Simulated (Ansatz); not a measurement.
# AlAsCl3H3: one species, many methods, part 2 of 2

Ansatz 0.2.0, Gaussian basis; functionals in def2-TZVPP, the program's frozen cores in correlated methods. Earlier steps stand in the parts before.

### Step 14. CAM-B3LYP-D4 (range-separated)

Input file in.yaml:

```yaml
crystal:
  periodic: [false, false, false]
  atoms:
    - {symbol: Cl, position_ang: [-0.039856, -1.744242, 2.099364]}
    - {symbol: Al, position_ang: [0.442613, -1.362598, 0.087511]}
    - {symbol: Cl, position_ang: [2.477725, -1.118290, -0.386254]}
    - {symbol: Cl, position_ang: [-0.792094, -2.226333, -1.380611]}
    - {symbol: As, position_ang: [-0.337002, 1.089417, -0.083516]}
    - {symbol: H, position_ang: [-1.784003, 1.398353, 0.182815]}
    - {symbol: H, position_ang: [0.299450, 2.106020, 0.822933]}
    - {symbol: H, position_ang: [-0.174632, 1.800471, -1.398142]}
basis:
  gaussian: {orbitals: def2-TZVPP}
hamiltonian: {xc: {name: CAM-B3LYP}, dispersion: d4}
output: {orbitals: {seedname: orbitals}}
```

Run with:

```sh
ansatz run in.yaml --threads 4 --pin off --events-out ev --progress --plain --max-ram 10444MiB
```

The program printed, shortened:

```text
Functional definition: CAM-B3LYP
  name "CAM-B3LYP"
  cite "Yanai, Tew & Handy, Chem. Phys. Lett. 393, 51 (2004) doi:10.1016/j.cplett.2004.06.011"
  cite "Iikura, Tsuneda, Yanai & Hirao, J. Chem. Phys. 115, 3540 (2001) doi:10.1063/1.1383587"
  cite "Becke, Phys. Rev. A 38, 3098 (1988) doi:10.1103/PhysRevA.38.3098"
  cite "Lee, Yang & Parr, Phys. Rev. B 37, 785 (1988) doi:10.1103/PhysRevB.37.785"
  cite "Vosko, Wilk & Nusair, Can. J. Phys. 58, 1200 (1980) doi:10.1139/p80-159"
[...]
  # Exact exchange under (alpha + beta erf(omega r))/r, Becke's under what is left of 1/r.
[...]
1813 factors; their error is unknown
338 factors; integrals over basis functions are off by at most 9.8e-6 eV
[...]
mean field -105067.18570385 eV, -3861.1478575202 hartree, gradient 2.2e-5 eV, S^2 0.000000; 0 other end points of the search recorded, 0 dependent functions left out
reference -105067.18585731 eV, -3861.1478631597 hartree; 50, 50 occupied and 208, 208 virtual orbitals, 1813 factors
Total energy: -105067.46747148 eV, -3861.1582122896 hartree
```

Run time: 7 s. Hardware: 4 threads of Arm Neoverse V1, shared host; peak memory 1.3 GiB.

With the free atoms at this level, -105043.930 eV in sum, the atomisation energy is 2271.0 kJ/mol. HOMO -10.01 eV, LUMO 0.37 eV.

### Step 15. LC-ωPBE (range-separated)

Changes to in.yaml since step 14:

```diff
@@ -13,3 +13,3 @@
   gaussian: {orbitals: def2-TZVPP}
-hamiltonian: {xc: {name: CAM-B3LYP}, dispersion: d4}
+hamiltonian: {xc: {name: LC-wPBE}}
 output: {orbitals: {seedname: orbitals}}
```

Same command.

The program printed, shortened:

```text
Functional definition: LC-wPBE
  name "LC-wPBE"
  cite "Vydrov & Scuseria, J. Chem. Phys. 125, 234109 (2006) doi:10.1063/1.2409292"
  cite "Heyd & Scuseria, J. Chem. Phys. 120, 7274 (2004) doi:10.1063/1.1668634"
  cite "Ernzerhof & Perdew, J. Chem. Phys. 109, 3313 (1998) doi:10.1063/1.476928"
  cite "Perdew, Burke & Ernzerhof, Phys. Rev. Lett. 77, 3865 (1996) doi:10.1103/PhysRevLett.77.3865"
  parent pbe
[...]
1701 factors; their error is unknown
420 factors; integrals over basis functions are off by at most 3.1e-5 eV
[...]
mean field -105042.06858277 eV, -3860.2248203456 hartree, gradient 2.1e-5 eV, S^2 0.000000; 0 other end points of the search recorded, 0 dependent functions left out
reference -105042.06858278 eV, -3860.2248203459 hartree; 50, 50 occupied and 208, 208 virtual orbitals, 1701 factors
Total energy: -105042.06858278 eV, -3860.2248203459 hartree
```

Wall time 4.2 s (4 threads of Arm Neoverse V1, shared host); peak memory 0.62 GiB.

Atomisation energy: 2242.5 kJ/mol (free atoms -105018.827 eV, run apart). HOMO -11.45 eV, LUMO 1.51 eV.

### Step 16. ωB97X-V (range-separated)

Changes to in.yaml since step 15:

```diff
@@ -13,3 +13,3 @@
   gaussian: {orbitals: def2-TZVPP}
-hamiltonian: {xc: {name: LC-wPBE}}
+hamiltonian: {xc: {name: wB97X-V}}
 output: {orbitals: {seedname: orbitals}}
```

Launched as before.

The program printed, shortened:

```text
Functional definition: wB97X-V
  name "wB97X-V"
  cite "Mardirossian & Head-Gordon, Phys. Chem. Chem. Phys. 16, 9904 (2014) doi:10.1039/C3CP54374A"
  cite "Becke, J. Chem. Phys. 107, 8554 (1997) doi:10.1063/1.475007"
  cite "Vydrov & Van Voorhis, J. Chem. Phys. 133, 244103 (2010) doi:10.1063/1.3521275"
[...]
      + integral(e_c_pw_opposite_spin*poly(b97_u_opposite, cos0, cos1)) + vv10(b, c)
1804 factors; their error is unknown
308 factors; integrals over basis functions are off by at most 2.2e-5 eV
[...]
mean field -105050.46996861 eV, -3860.5335655805 hartree, gradient 6.5e-5 eV, S^2 0.000000; 0 other end points of the search recorded, 0 dependent functions left out
reference -105050.46996648 eV, -3860.5335655020 hartree; 50, 50 occupied and 208, 208 virtual orbitals, 1804 factors
Total energy: -105050.46996648 eV, -3860.5335655020 hartree
```

It took 14 s on 4 threads of Arm Neoverse V1, shared host; peak memory 1.3 GiB.

With the free atoms at this level, -105026.434 eV in sum, the atomisation energy is 2319.1 kJ/mol. HOMO -11.07 eV, LUMO 1.39 eV.

### Step 17. ωB97M-V (range-separated)

Changes to in.yaml since step 16:

```diff
@@ -13,3 +13,3 @@
   gaussian: {orbitals: def2-TZVPP}
-hamiltonian: {xc: {name: wB97X-V}}
-output: {orbitals: {seedname: orbitals}}
+hamiltonian: {xc: {name: wB97M-V}}
+output: {forces: true, orbitals: {seedname: orbitals}}
```

Same command.

The program printed, shortened:

```text
Functional definition: wB97M-V
  name "wB97M-V"
  cite "Mardirossian & Head-Gordon, J. Chem. Phys. 144, 214110 (2016) doi:10.1063/1.4952647"
  cite "Becke, J. Chem. Phys. 107, 8554 (1997) doi:10.1063/1.475007"
  cite "Vydrov & Van Voorhis, J. Chem. Phys. 133, 244103 (2010) doi:10.1063/1.3521275"
  # Of w^i u^j: cxij and so on, Table III.
[...]
  gx(w, u) = 1 - cx + cx01*u + cx10*w
  gss(w, u) = css00 + css04*u^4 + css10*w + css20*w^2 + css43*w^4*u^3
  gos(w, u) = cos00 + cos10*w + (cos20 + cos21*u)*w^2 + (cos60 + cos61*u)*w^6
[...]
      + integral(e_c_pw_mod_opposite_spin*gos(b97_w_opposite, b97_u_opposite)) + vv10(b, c)
1783 factors; their error is unknown
308 factors; integrals over basis functions are off by at most 2.2e-5 eV
[...]
mean field -105056.84021587 eV, -3860.7676678491 hartree, gradient 1.0e-5 eV, S^2 0.000000; 0 other end points of the search recorded, 0 dependent functions left out
[...]
reference -105056.84026755 eV, -3860.7676697484 hartree; 50, 50 occupied and 208, 208 virtual orbitals, 1783 factors
Total energy: -105056.84026755 eV, -3860.7676697484 hartree
Atom 0 at    -0.039856    -1.744242     2.099364 Å, force    -0.009530     0.000800     0.030166 eV/Å
Atom 1 at     0.442613    -1.362598     0.087511 Å, force     0.028653    -0.090908     0.006899 eV/Å
Atom 2 at     2.477725    -1.118290    -0.386254 Å, force     0.029246     0.010679    -0.007783 eV/Å
Atom 3 at    -0.792094    -2.226333    -1.380611 Å, force    -0.021148    -0.006640    -0.023230 eV/Å
Atom 4 at    -0.337002     1.089417    -0.083516 Å, force    -0.075298     0.237108    -0.016591 eV/Å
Atom 5 at    -1.784003     1.398353     0.182815 Å, force     0.122523    -0.018256    -0.023483 eV/Å
Atom 6 at     0.299450     2.106020     0.822933 Å, force    -0.057700    -0.079553    -0.079081 eV/Å
Atom 7 at    -0.174632     1.800471    -1.398142 Å, force    -0.016747    -0.053231     0.113103 eV/Å
Dipole moment:    -0.336709     1.059255    -0.073908 e Å
```

Wall time 21 s (4 threads of Arm Neoverse V1, shared host); peak memory 1.3 GiB.

With the free atoms at this level, -105033.022 eV in sum, the atomisation energy is 2298.1 kJ/mol. HOMO -10.92 eV, LUMO 1.15 eV.

### Step 18. B2PLYP (double hybrid)

Changes to in.yaml since step 17:

```diff
@@ -13,3 +13,2 @@
   gaussian: {orbitals: def2-TZVPP}
-hamiltonian: {xc: {name: wB97M-V}}
-output: {forces: true, orbitals: {seedname: orbitals}}
+hamiltonian: {xc: {name: B2PLYP}}
```

Same command.

The program printed, shortened:

```text
Functional definition: B2PLYP
  name "B2PLYP"
  cite "Grimme, J. Chem. Phys. 124, 034108 (2006) doi:10.1063/1.2148954"
  cite "Becke, Phys. Rev. A 38, 3098 (1988) doi:10.1103/PhysRevA.38.3098"
  cite "Lee, Yang & Parr, Phys. Rev. B 37, 785 (1988) doi:10.1103/PhysRevB.37.785"
[...]
1540 factors; integrals over basis functions are off by at most 9.8e-4 eV
[...]
mean field -105030.47001320 eV, -3859.7985807755 hartree, gradient 6.0e-6 eV, S^2 0.000000; 0 other end points of the search recorded, 0 dependent functions left out
29 core orbitals not correlated: weight in the atoms' cores, before any rotation towards them, 1.000 or more for the frozen orbitals, at most 0.000 for the correlated occupied ones
reference -105030.47021318 eV, -3859.7985881248 hartree; 21, 21 occupied and 208, 208 virtual orbitals, 1540 factors
second order -30.49666647 eV of doubles, -0.00000000 eV of singles
Total energy: -105038.70431313 eV, -3860.1011857166 hartree
```

Run time: 8.5 s. Hardware: 4 threads of Arm Neoverse V1, shared host; peak memory 0.75 GiB.

Atomisation energy: 2236.3 kJ/mol (free atoms -105015.526 eV, run apart).

### Step 19. PBE-QIDH (double hybrid)

Changes to in.yaml since step 18:

```diff
@@ -13,2 +13,2 @@
   gaussian: {orbitals: def2-TZVPP}
-hamiltonian: {xc: {name: B2PLYP}}
+hamiltonian: {xc: {name: PBE-QIDH}}
```

The command is unchanged.

The program printed, shortened:

```text
Functional definition: PBE-QIDH
  name "PBE-QIDH"
  cite "Brémond, Sancho-García, Pérez-Jiménez & Adamo, J. Chem. Phys. 141, 031101 (2014) doi:10.1063/1.4890314"
  cite "Perdew, Burke & Ernzerhof, Phys. Rev. Lett. 77, 3865 (1996) doi:10.1103/PhysRevLett.77.3865"
[...]
1540 factors; integrals over basis functions are off by at most 9.8e-4 eV
[...]
mean field -105012.55800914 eV, -3859.1403267674 hartree, gradient 9.0e-6 eV, S^2 0.000000; 0 other end points of the search recorded, 0 dependent functions left out
29 core orbitals not correlated: weight in the atoms' cores, before any rotation towards them, 1.000 or more for the frozen orbitals, at most 0.000 for the correlated occupied ones
reference -105012.55802293 eV, -3859.1403272742 hartree; 21, 21 occupied and 208, 208 virtual orbitals, 1540 factors
second order -28.33581642 eV of doubles, -0.00000000 eV of singles
Total energy: -105022.00329507 eV, -3859.4874346231 hartree
```

Wall time 9 s (4 threads of Arm Neoverse V1, shared host); peak memory 0.75 GiB.

Atomisation energy: 2273.4 kJ/mol (free atoms -104998.442 eV, run apart).

### Step 20. Frontier levels by functional

Dipoles come from the runs that computed forces. Levels, from each run's orbital file:

```csv
functional,HOMO (eV),LUMO (eV),gap (eV),dipole (D)
LDA (SPW92),-7.40,-1.70,5.70,
PBE-D4,-7.26,-1.53,5.74,5.20
revPBE-D4,-7.21,-1.45,5.76,
BLYP-D4,-7.09,-1.40,5.69,
r2SCAN-D4,-7.63,-1.31,6.32,5.39
B97M-V,-7.72,-1.39,6.32,
PBE0-D4,-8.66,-0.70,7.96,
B3LYP-D4,-8.38,-0.90,7.47,5.28
r2SCANh-D4,-8.14,-1.01,7.13,
r2SCAN0-D4,-8.91,-0.56,8.34,
HSE06-D4,-8.26,-1.08,7.18,
BHLYP-D4,-9.90,0.23,10.13,
CAM-B3LYP-D4,-10.01,0.37,10.38,
LC-ωPBE,-11.45,1.51,12.96,
ωB97X-V,-11.07,1.39,12.46,
ωB97M-V,-10.92,1.15,12.07,5.35
```

### Step 21. CCSD(T) in def2-SVP

Changes to in.yaml since step 19:

```diff
@@ -12,3 +12,3 @@
 basis:
-  gaussian: {orbitals: def2-TZVPP}
-hamiltonian: {xc: {name: PBE-QIDH}}
+  gaussian: {orbitals: def2-SVP}
+correlation: {method: ccsd_t}
```

Same command.

The program printed, shortened:

```text
Functional definition: HF
  name "HF"
  cite "Fock, Z. Phys. 61, 126 (1930) doi:10.1007/BF01340294"
  parent pbe
[...]
1104 factors; integrals over basis functions are off by at most 1.2e-3 eV
[...]
mean field -104921.89968747 eV, -3855.8086948965 hartree, gradient 1.6e-6 eV, S^2 0.000000; 0 other end points of the search recorded, 0 dependent functions left out
29 core orbitals not correlated: weight in the atoms' cores, before any rotation towards them, 1.000 or more for the frozen orbitals, at most 0.000 for the correlated occupied ones
reference -104921.89968747 eV, -3855.8086948965 hartree; 21, 21 occupied and 69, 69 virtual orbitals, 1104 factors
second order -19.07438642 eV of doubles, -0.00000000 eV of singles
cycle   1  -19.94555630 eV  change   -8.7e-1 eV  update   8.8e-2
[...]
cycle   9  -20.45810772 eV  change   -8.1e-6 eV  update   9.5e-6
perturbative correction -0.45052638 eV, -0.0165565389 hartree
Total energy: -104942.80832156 eV, -3856.5770730272 hartree
```

Run time: 9 s. Hardware: 4 threads of Arm Neoverse V1, shared host; peak memory 0.52 GiB.

### Step 22. CCSD(T) in def2-TZVPP

Changes to in.yaml since step 21:

```diff
@@ -12,3 +12,4 @@
 basis:
-  gaussian: {orbitals: def2-SVP}
+  gaussian: {orbitals: def2-TZVPP}
 correlation: {method: ccsd_t}
+output: {orbitals: {seedname: orbitals}}
```

Same command.

The program printed, shortened:

```text
Functional definition: HF
  name "HF"
  cite "Fock, Z. Phys. 61, 126 (1930) doi:10.1007/BF01340294"
  parent pbe
[...]
1540 factors; integrals over basis functions are off by at most 9.8e-4 eV
[...]
mean field -104944.64752764 eV, -3856.6446626039 hartree, gradient 2.1e-6 eV, S^2 0.000000; 0 other end points of the search recorded, 0 dependent functions left out
29 core orbitals not correlated: weight in the atoms' cores, before any rotation towards them, 1.000 or more for the frozen orbitals, at most 0.000 for the correlated occupied ones
reference -104944.64752764 eV, -3856.6446626039 hartree; 21, 21 occupied and 208, 208 virtual orbitals, 1540 factors
second order -25.11979859 eV of doubles, -0.00000000 eV of singles
cycle   1  -26.13096830 eV  change    -1.0e0 eV  update   9.8e-2
[...]
cycle   8  -26.81538988 eV  change   -4.2e-5 eV  update   3.8e-5
perturbative correction -1.07089610 eV, -0.0393547056 hartree
Total energy: -104972.53381362 eV, -3857.6694647116 hartree
```

It took 4.7 min on 4 threads of Arm Neoverse V1, shared host; peak memory 5.3 GiB.

### Step 23. MP2 in def2-QZVPP

Changes to in.yaml since step 22:

```diff
@@ -12,4 +12,3 @@
 basis:
-  gaussian: {orbitals: def2-TZVPP}
-correlation: {method: ccsd_t}
-output: {orbitals: {seedname: orbitals}}
+  gaussian: {orbitals: "def2-QZVPP.json"}
+correlation: {method: mp2}
```

The command is unchanged.

The program printed:

```text
Functional definition: HF
  name "HF"
  cite "Fock, Z. Phys. 61, 126 (1930) doi:10.1007/BF01340294"
  parent pbe
  exchange = exact_x
  correlation = 0
2746 factors; integrals over basis functions are off by at most 9.0e-4 eV
mean field evaluation 1: about -104944.9136 eV, gradient 2.2e1 eV
mean field evaluation 2: about -104945.0781 eV, gradient 2.3e1 eV
mean field evaluation 4: about -104947.0733 eV, gradient 3.0e0 eV
mean field evaluation 8: about -104947.1129 eV, gradient 2.6e-1 eV
mean field -104947.11322293 eV, -3856.7352752345 hartree, gradient 2.0e-6 eV, S^2 0.000000; 0 other end points of the search recorded, 0 dependent functions left out
29 core orbitals not correlated: weight in the atoms' cores, before any rotation towards them, 1.000 or more for the frozen orbitals, at most 0.000 for the correlated occupied ones
reference -104947.11322293 eV, -3856.7352752345 hartree; 21, 21 occupied and 409, 409 virtual orbitals, 2746 factors
second order -34.63748172 eV of doubles, -0.00000000 eV of singles
Total energy: -104981.75070465 eV, -3858.0081792096 hartree
```

It took 28 s on 4 threads of Arm Neoverse V1, shared host; peak memory 2.7 GiB.

The pieces so far (eV):

```csv
basis,HF,MP2 correlation,CCSD correlation,(T),total
def2-SVP,-104921.8997,-19.0744,-20.4581,-0.4505,-104942.8083
def2-TZVPP,-104944.6475,-25.1198,-26.8154,-1.0709,-104972.5338
def2-QZVPP,-104947.1132,-34.6375,,,-104981.7507 (MP2)
```

The report of the def2-TZVPP run gives T1 = 0.0092.

### Step 24. The basis-set limit

This step is arithmetic on the last runs, with X = 3 and 4: exp(−7.88√X) for Hartree-Fock, X^−2.97 for correlation; only MP2 was run in the larger set, so CCSD(T) minus MP2 is added from the smaller one.

```csv
level,energy at the limit (eV)
HF,-104947.4528
MP2,-104989.1405
CCSD,-104990.8360
CCSD(T),-104991.9069
```

This is no true limit for total energies: MP2 correlation changes by a factor of 1.38 from triple to quadruple zeta (about 1.07 in light molecules), because outer-core shells are correlated in sets not made for them. Much of that cancels between molecule and atoms or ions.

### Step 25. RPA on PBE orbitals

Changes to in.yaml since step 23:

```diff
@@ -12,3 +12,4 @@
 basis:
-  gaussian: {orbitals: "def2-QZVPP.json"}
-correlation: {method: mp2}
+  gaussian: {orbitals: def2-TZVPP}
+hamiltonian: {xc: pbe}
+correlation: {method: rpa}
```

The command is unchanged.

The program printed, shortened:

```text
Functional definition: PBE
  name "PBE"
  cite "Perdew, Burke & Ernzerhof, Phys. Rev. Lett. 77, 3865 (1996) doi:10.1103/PhysRevLett.77.3865"
  parent pbe
[...]
1540 factors; integrals over basis functions are off by at most 9.8e-4 eV
[...]
mean field -105034.10731647 eV, -3859.9322492052 hartree, gradient 3.2e-6 eV, S^2 0.000000; 0 other end points of the search recorded, 0 dependent functions left out
29 core orbitals not correlated: weight in the atoms' cores, before any rotation towards them, 1.000 or more for the frozen orbitals, at most 0.000 for the correlated occupied ones
reference -104942.67337928 eV, -3856.5721139896 hartree; 21, 21 occupied and 208, 208 virtual orbitals, 1540 factors
Total energy: -104983.81476164 eV, -3858.0840319049 hartree
```

It took 7 s on 4 threads of Arm Neoverse V1, shared host; peak memory 0.59 GiB.

RPA correlation: -41.141 eV. No RPA run of the hydrogen atom was made, so RPA has no atomisation energy below.

### Step 26. The ladder

Free atoms (3 Cl, 1 Al, 1 As, 3 H) were run apart at each level; the atomisation energy is their sum less the molecule, without zero-point or spin-orbit terms.

Differences are taken before rounding.

```csv
method,rung,"atoms, summed (eV)",atomisation energy (kJ/mol),from CCSD(T)/CBS (kJ/mol),time
LDA (SPW92),LDA,-104795.790,2578.2,+278.5,1.6 s
PBE-D4,GGA,-105010.699,2287.8,-11.9,3.6 s
revPBE-D4,GGA,-105026.666,2236.4,-63.4,3.1 s
BLYP-D4,GGA,-105040.713,2241.7,-58.1,3.1 s
r2SCAN-D4,meta-GGA,-105035.422,2312.4,+12.7,8 s
B97M-V,meta-GGA,-105016.000,2339.6,+39.9,16 s
PBE0-D4,hybrid,-105016.452,2273.1,-26.7,6.5 s
B3LYP-D4,hybrid,-105042.586,2263.4,-36.3,9.5 s
r2SCANh-D4,hybrid,-105035.271,2299.3,-0.4,11 s
r2SCAN0-D4,hybrid,-105035.069,2280.7,-19.0,11 s
HSE06-D4,hybrid,-105015.694,2272.6,-27.1,7 s
BHLYP-D4,hybrid,-105039.572,2234.5,-65.2,7 s
CAM-B3LYP-D4,range-separated,-105043.930,2271.0,-28.8,7 s
LC-ωPBE,range-separated,-105018.827,2242.5,-57.3,4.2 s
ωB97X-V,range-separated,-105026.434,2319.1,+19.4,14 s
ωB97M-V,range-separated,-105033.022,2298.1,-1.6,21 s
B2PLYP,double hybrid,-105015.526,2236.3,-63.4,8.5 s
PBE-QIDH,double hybrid,-104998.442,2273.4,-26.4,9 s
HF/def2-TZVPP,wavefunction,-104927.066,1696.4,-603.4,
MP2/def2-TZVPP,wavefunction,-104946.296,2264.6,-35.1,
CCSD/def2-TZVPP,wavefunction,-104948.791,2187.5,-112.3,
CCSD(T)/def2-SVP,wavefunction,-104920.922,2111.7,-188.0,9 s
CCSD(T)/def2-TZVPP,wavefunction,-104949.465,2225.8,-74.0,4.7 min
MP2/CBS,wavefunction,-104964.902,2338.6,+38.9,
CCSD(T)/CBS,wavefunction,-104968.072,2299.7,0,5.1 min
```

Among the levels timed on like hardware and quicker than the yardstick, those that no quicker one beats, quickest first: LDA (SPW92) (1.6 s, +278.5 kJ/mol); BLYP-D4 (3.1 s, -58.1 kJ/mol); PBE-D4 (3.6 s, -11.9 kJ/mol); r2SCANh-D4 (11 s, -0.4 kJ/mol).

LDA (SPW92), LC-ωPBE, B2PLYP, PBE-QIDH carry no dispersion term (for B3LYP, D4 adds 48.0 kJ/mol).

Times are those of the molecule's run; HF, MP2 and CCSD come out of the CCSD(T) runs, and the limit's time is the sum of the runs that it needs.

### Step 27. Results

This closing draws on all 2 parts.

```
                               quantity                                                        value
        atomisation energy, CCSD(T)/CBS                                                2299.7 kJ/mol
 functionals within 23.0 kJ/mol (1.0 %)  PBE-D4, r2SCAN-D4, r2SCANh-D4, r2SCAN0-D4, ωB97X-V, ωB97M-V
                    farthest beyond LDA                                      BHLYP-D4 (-65.2 kJ/mol)
                mean size of error, GGA                                                  44.4 kJ/mol
           mean size of error, meta-GGA                                                  26.3 kJ/mol
             mean size of error, hybrid                                                  29.1 kJ/mol
    mean size of error, range-separated                                                  26.8 kJ/mol
      mean size of error, double hybrid                                                  44.9 kJ/mol
              gap, smallest and largest                        5.69 eV (BLYP-D4), 12.96 eV (LC-ωPBE)
                          T1 diagnostic                                                       0.0092
triples share of the correlation energy                                                        3.8 %
```

The LDA atomisation energy is off by 278.5 kJ/mol (12 %): it overbinds. PBE-D4 misses by -11.9 kJ/mol. Double hybrids carry the basis error of their MP2 part in triple zeta, and no dispersion term here, so their miss is partly the set-up's. Taken by rung, meta-GGA functionals do best (26.3 kJ/mol on average) and double hybrid ones worst beyond LDA (44.9 kJ/mol). The gap between the best rungs is small, so their order is not settled. The reference freezes the cores and leaves out relativity and excitations past (T), and its outer-core shells are covered unevenly, so misses under about 23.0 kJ/mol can't be ranked. Hartree-Fock recovers 74 % of the binding; the rest is correlation. CCSD(T) in def2-SVP is off by -188.0 kJ/mol, worse than the median functional, from the basis alone. The gap grows from 5.7 to 13.0 eV across the functionals, mostly with the share of exact exchange. Correlated methods include outer-core shells of As, which these sets cover unevenly.

r2SCANh-D4 reaches 0.4 kJ/mol from the reference in 11 s, where CCSD(T)/CBS took 5.1 min; the quickest level in the cost chart, LDA (SPW92), takes 1.6 s and misses by 278.5 kJ/mol.
